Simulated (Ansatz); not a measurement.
**ZnAu: from the start to rest**

Wanted: the geometry at rest of ZnAu (a crystal from a database, its volume scaled a little), relaxing cell and atoms, and its electronic structure there.

All numbers below are computed with Ansatz 0.2.0 (DFT, PBE, spin-orbit coupling, plane waves, PAW).

### 1 The structure

The structure is cubic, space group Pm-3m (No. 221). Conventional cell: a = 3.162 Å, b = 3.162 Å, c = 3.162 Å, α = 90.00°, β = 90.00°, γ = 90.00°. Zn (site symmetry m-3m) has 8 Au at 2.74 Å as nearest neighbours. Au (site symmetry m-3m) is surrounded by 8 Zn at 2.74 Å.

Coordinates:

```
Zn Au
1.0
     3.16243    0.00000    0.00000
     0.00000    3.16243    0.00000
     0.00000    0.00000    3.16243
Zn Au
1 1
Direct
  0.50000 0.50000 0.50000
  0.00000 0.00000 0.00000
```

The first density is read from a saved solution for the starting cell.

### 2 Relaxing

input.yaml

```yaml
crystal:
  lattice:
    - [3.1624294, 0.0, 0.0]
    - [0.0, 3.1624294, 0.0]
    - [0.0, 0.0, 3.1624294]
  atoms:
    - { symbol: Zn, position: [0.5, 0.5, 0.5] }
    - { symbol: Au, position: [0.0, 0.0, 0.0] }
  symmetry: { tolerance: 0.0003 }
kpoints:
  mp_grid: { grid: [9, 9, 9], shift: [0, 0, 0] }
magnetization:
  noncollinear: true
  spin_orbit: true
scf:
  occupations: { method: fermi_dirac }
  lower_state_search: "off"
hamiltonian:
  pseudopotentials: { kind: paw_fr }
  xc: pbe
basis:
  ecutwfc: 420
  fft_grid_basis: typed
relax:
  max_steps: 40
  cell: { p_target: 0.0 }
  f_tol: 0.03
output:
  forces: true
  stress: true
  eigenvalues: true
  bader: true
  populations: true
  elf: true
  write_potential: true
  volumetric_format: npy
  dos:
    e_range: [-12, 8]
    de: 0.05
    projected: { site_lists: { Au: [Au], Zn: [Zn] } }
    method: { smearing: { sigma: 0.1, scheme: gaussian } }
  write_density: true
checkpoint:
  read: saved_state
```

The run is started by

```sh
> ansatz run input.yaml --threads 2 --pin off --max-ram 3584MiB --backend cpu --events-out ev --progress --plain --runs-dir out
```

What does the calculation give? Wanted: moves; energy gained; largest move; cell; volume; pressure at the end; character; Bader charges; moments.

**Answer**, as computed:

```
                                                 quantity                                                                      value
                                                    moves                                                                          2
                                            energy gained                                                               1.9 meV/atom
                                             largest move                                                                     0.00 Å
                     space group (0.01 Å), before / after                                                              Pm-3m / Pm-3m
                                                     cell  a = 3.182 Å, b = 3.182 Å, c = 3.182 Å, α = 90.00°, β = 90.00°, γ = 90.00°
                                                   volume                                                     16.12 Å³/atom (+1.9 %)
                                      pressure at the end                                                                  -0.05 GPa
           formation energy (elements from separate runs)                                                              -0.21 eV/atom
                                                character                                                                      metal
density of states, mean within 0.25 eV of the Fermi level                                                        0.7 per eV per cell
                                            Bader charges                                                       Zn +0.58, Au -0.58 e
                                                  moments                                                                       none
```

In words: The volume grew by 1.9 %, and the atoms end where they began within the cell; the energy fell by 1.9 meV per atom. The run held to 48 symmetry operations, so a lower structure without them is not ruled out. The cell is metallic; within 0.25 eV of the Fermi level the density of states averages 0.7 per eV per cell. Set against separate runs on the elements (Zn hcp, Au fcc), it forms at -0.21 eV per atom, so it holds against falling apart into elements. No moment forms. No starting moment was given, so this is set by the input, not found.
